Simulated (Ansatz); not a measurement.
# GeN2: the cost of one run

Method: cc-pVTZ, core rule «outside noble gas», up to 16 orbitals frozen; program: Ansatz 0.2.0, Gaussian basis.

The runs, in order: UHF; CCSD(T) on RHF; CCSD(T) on UHF; BCCD(T) on RHF; CCSDT(Q) on RHF; CASSCF and NEVPT2, 14 electrons in 12 orbitals.

3 further runs of the same task are left out: 3 set aside as unsound or not needed.

## 1. What is computed

The geometry is a PBE0/def2-TZVP stationary point (not a proven minimum). No spin-orbit coupling is included. The filled d shell of Ge may be among the frozen orbitals whatever the setting's name suggests; the logs give the count.

3 atoms, charge 0, spin multiplicity 1.

Atoms are counted from 1 here; the program's logs count them from 0.

Bond lengths: Ge1–N2 1.930 Å, N2–N3 1.122 Å. Angles: Ge1–N2–N3 180.0°.

## 2. UHF

File in.yaml:

```yaml
crystal:
  periodic: [false, false, false]
  atoms:
    - {symbol: Ge, position_ang: [0.000000, 0.000000, 1.660700]}
    - {symbol: N, position_ang: [0.000000, 0.000000, -0.269200]}
    - {symbol: N, position_ang: [0.000000, 0.000000, -1.391500]}
basis:
  gaussian: {orbitals: cc-pVTZ}
magnetization: {spin_polarized: true, initial_magnetization: 0}
hamiltonian: {xc: hf}
output: {orbitals: {seedname: orbitals}}
```

On the command line:

```
$ ansatz run in.yaml --threads 1 --pin off --events-out ev --progress --plain --max-ram 4096MiB --backend cpu
```

Q: Estimate wall time and peak memory on 1 thread of AMD EPYC 7R13, shared host.

About 12 s, with a peak of 0.34 GiB.
